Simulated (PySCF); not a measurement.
# ErBr: bond curves at several levels of theory

One job finds the state of ErBr, follows it along the bond with each method and fits the curves.

Computed with PySCF 2.14.0. Level: Er x2c-SVPall, Br x2c-SVPall, spin-free X2C with a Gaussian nucleus.

### Step 1. Input

A driver script around PySCF takes these settings:

| Quantity | Value |
| --- | --- |
| atoms | Er, Br |
| charge | 0 |
| basis | Er x2c-SVPall, Br x2c-SVPall |
| Hamiltonian | spin-free X2C with a Gaussian nucleus |
| basis functions | 117 |
| electrons treated | 103 |
| masses in u | 165.9303, 78.9183 |
| levels | PBE0, PBE, r²SCAN, MN15, TPSSh, LC-ωPBE, HF, MP2, SCS-MP2 |
| grid | 80 radial by 434 angular points |
| occupations | held fixed by the projection of orbital angular momentum |
| dissociation limit | Er + Br, each in its ground configuration |
| starting distance in angstrom | 2.605 |
| values of 2S to try | 1, 3, 5 |

On the command line:

```
> OMP_NUM_THREADS=4 python dia.py task.json out
```

Further steps of the session: First curve: PBE0; Excited determinants; PBE; r²SCAN (meta-GGA); MN15 (hybrid meta-GGA); TPSSh (hybrid meta-GGA); LC-ωPBE (range-separated hybrid); ROHF (mean field).

**Question.** What will these runs give? Wanted: for each run, Re; ωe; De; μ.

**Answer**, as computed:

Lowest PBE0 solution found, without spin–orbit coupling: quartet, unpaired electrons δ ↑↑, φ ↑, about 11.7 electrons in the 4f shell (Mulliken). State 2 has its PBE0 minimum 0.09 eV higher, as a spin-mixed determinant (⟨S²⟩ = 1.75), so this is no gap between pure states. State 3 has its PBE0 minimum 0.54 eV higher. The other levels ran on the lowest alone.

```csv
level,Re (Å),ωe (cm⁻¹),De (eV),μ (D)
ROHF,2.707,198.2,2.77,-5.34
ROHF-MP2,2.586,226.6,4.34,n/a
ROHF-SCS-MP2,2.611,220.6,4.01,n/a
TPSSh,2.607,209.9,3.97,-3.95
PBE0,2.605,208.1,3.69,-4.09
MN15,2.647,201.0,3.91,-5.22
LC-ωPBE,2.623,208.5,3.69,-4.56
```

De is counted to Er + Br in their ground configurations. A positive dipole means Er(−)Br(+). No constants: PBE (the points don't follow one smooth fit); r²SCAN (the points don't follow one smooth fit).

What this shows: The methods spread over 0.121 Å in bond length, from ROHF-MP2 to ROHF. Of the levels with a De here, ROHF gives the least (2.77 eV) and ROHF-MP2 the most (4.34 eV).

Correlated steps freeze 27 core orbitals. These are scalar-relativistic numbers at best; spin–orbit coupling would shift them, the dissociation energy most. The state is the lowest single determinant that the PBE0 search found; with open d or f shells the true ground state can be another one. At some levels the lowest empty orbital lies below the highest filled one (the two can be of opposite spin). With spin–orbit coupling the term label itself may not hold.
